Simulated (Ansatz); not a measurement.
# C3H8Si: basis-set convergence

Aim: see how fast density functionals converge with the basis set for C3H8Si.

Computed with Ansatz 0.2.0, Gaussian basis. Level: one geometry, several basis sets.

The runs, in order: PBE0-D4/def2-SVP; ωB97M-V/def2-SVP; PBE0-D4/def2-QZVPP; ωB97M-V/def2-QZVPP; the functionals' def2-TZVPP values are taken from earlier runs.

## Step 1: The geometry

The geometry comes from an earlier relaxation with PBE0-D4 in a triple-zeta def2 set; it is a stationary point, not always the lowest conformer.

SMILES `[SiH3]C1CC1`, 12 atoms, charge 0, spin multiplicity 1.

Atoms are counted from 1 here; the program's logs count them from 0.

Bond lengths: Si1–C2 1.853 Å, Si1–H5 1.489 Å, Si1–H6 1.489 Å, Si1–H7 1.490 Å, C2–C3 1.509 Å, C2–C4 1.509 Å, C2–H8 1.086 Å, C3–C4 1.490 Å, C3–H9 1.084 Å, C3–H10 1.083 Å, C4–H11 1.084 Å, C4–H12 1.083 Å. Angles: C2–Si1–H5 111.6°, C2–Si1–H6 111.6°, C2–Si1–H7 108.2°, H5–Si1–H6 108.1°, H5–Si1–H7 108.7°, H6–Si1–H7 108.7°, Si1–C2–C3 119.9°, Si1–C2–C4 119.9°, Si1–C2–H8 116.0°, C3–C2–C4 59.2°, C3–C2–H8 115.0°, C4–C2–H8 115.0°, C2–C3–C4 60.4°, C2–C3–H9 118.2°, C2–C3–H10 117.5°, C4–C3–H9 118.0°, C4–C3–H10 118.2°, H9–C3–H10 114.2° and more.

As a file:

| atom | x (Å) | y (Å) | z (Å) |
| --- | --- | --- | --- |
| Si1 | -0.9802 | 1.2243 | -0.5397 |
| C2 | -0.3716 | -0.2433 | 0.4132 |
| C3 | 1.0866 | -0.3447 | 0.7862 |
| C4 | 0.5290 | -1.2523 | -0.2551 |
| H5 | -2.2031 | 0.8984 | -1.3237 |
| H6 | -1.2982 | 2.3670 | 0.3600 |
| H7 | 0.0932 | 1.6448 | -1.4834 |
| H8 | -1.0619 | -0.6564 | 1.1430 |
| H9 | 1.7536 | 0.4482 | 0.4671 |
| H10 | 1.3278 | -0.7649 | 1.7548 |
| H11 | 0.8143 | -1.0805 | -1.2868 |
| H12 | 0.3874 | -2.2956 | -0.0014 |

## Step 2: PBE0-D4 in def2-SVP

File in.yaml:

```yaml
crystal:
  periodic: [false, false, false]
  atoms:
    - {symbol: Si, position_ang: [-0.980197, 1.224272, -0.539739]}
    - {symbol: C, position_ang: [-0.371591, -0.243277, 0.413234]}
    - {symbol: C, position_ang: [1.086644, -0.344688, 0.786206]}
    - {symbol: C, position_ang: [0.528977, -1.252314, -0.255107]}
    - {symbol: H, position_ang: [-2.203110, 0.898362, -1.323709]}
    - {symbol: H, position_ang: [-1.298209, 2.366972, 0.359964]}
    - {symbol: H, position_ang: [0.093247, 1.644812, -1.483440]}
    - {symbol: H, position_ang: [-1.061866, -0.656391, 1.142951]}
    - {symbol: H, position_ang: [1.753608, 0.448168, 0.467101]}
    - {symbol: H, position_ang: [1.327810, -0.764902, 1.754791]}
    - {symbol: H, position_ang: [0.814297, -1.080503, -1.286785]}
    - {symbol: H, position_ang: [0.387389, -2.295611, -0.001368]}
basis:
  gaussian: {orbitals: def2-SVP}
hamiltonian: {xc: pbe0, dispersion: d4}
output: {orbitals: {seedname: orbitals}}
```

On the command line:

```bash
> ansatz run in.yaml --threads 2 --pin off --events-out ev --progress --plain --max-ram 4352MiB
```

After this run come: ωB97M-V in def2-SVP; PBE0-D4 in def2-QZVPP; ωB97M-V in def2-QZVPP.

Q: Predict the results of all the runs planned. Wanted: PBE0-D4: double and triple zeta above quadruple; ωB97M-V: double and triple zeta above quadruple.

The runs gave:

```
                                       quantity          value
PBE0-D4: double and triple zeta above quadruple  6.67, 0.45 eV
ωB97M-V: double and triple zeta above quadruple  6.90, 0.42 eV
```

In words: PBE0-D4 gains 6.22 eV from double to triple zeta, then 0.45 eV more. These are total energies; as a rule much of such shifts cancels in differences, which this series doesn't test. The LUMO of ωB97M-V is positive and keeps falling with the basis (3.18 to 1.84 eV): an unbound level that the basis holds in place.
